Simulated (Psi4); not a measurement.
# TDHF/6-31G(d) (spherical functions, save jk yes, sweep point 4) run of SiF4 (silicon tetrafluoride)

We compute the excited states of SiF4 (silicon tetrafluoride). 

The calculation is run with Psi4 1.11.

4 further runs of the same task are left out: 4 set aside as unsound or not needed.

### 1 The structure to begin with

SiF4 has 5 atoms, charge 0, and is taken as a singlet. SMILES: `F[Si](F)(F)F`. Geometry: relaxed at PBE0-D4/def2-TZVP.

Bond lengths: F1–Si2 1.562 Å, Si2–F3 1.562 Å, Si2–F4 1.562 Å, Si2–F5 1.562 Å. Angles: F1–Si2–F3 109.5°, F1–Si2–F4 109.5°, F1–Si2–F5 109.5°, F3–Si2–F4 109.5°, F3–Si2–F5 109.5°, F4–Si2–F5 109.5°.

### 2 The vertical excitations at TDHF/6-31G(d) (spherical functions, save jk yes, sweep point 4)

input.in

```
memory 1600 mb

molecule molecule1 {
  F      0.143200    -0.791930     1.338460
  Si     0.000000     0.000000     0.000000
  F     -1.047100     1.144420     0.181750
  F     -0.477230    -0.967810    -1.129040
  F      1.381130     0.615320    -0.391170
  symmetry c1
}

set basis 6-31G*
set puream true
set scf_type pk
set save_jk true

from psi4.driver.procrouting.response.scf_response import tdscf_excitations
e, wfn = energy('hf', return_wfn=True)
states = tdscf_excitations(wfn, states=5, tda=False)
```

On the command line:

```
$ psi4 -n 1 input.in input.out
```

What values should one expect? Wanted: ground-state or mean-field energy; dipole moment; HOMO energy; LUMO energy; HOMO–LUMO gap; lowest excitation energy.

**Answer.** As computed:

At TDHF/6-31G* (spherical functions, save jk yes, sweep point 4):

```
                             quantity          value
    ground-state or mean-field energy  -686.94166 Eh
 dipole moment (Hartree–Fock density)         0.00 D
  HOMO energy (Hartree–Fock orbitals)      -18.30 eV
  LUMO energy (Hartree–Fock orbitals)        4.47 eV
HOMO–LUMO gap (Hartree–Fock orbitals)       22.76 eV
             lowest excitation energy       14.29 eV
```

What this shows: The basis has no diffuse functions, so Rydberg states are missing or pushed up, and the true lowest state may lie lower.
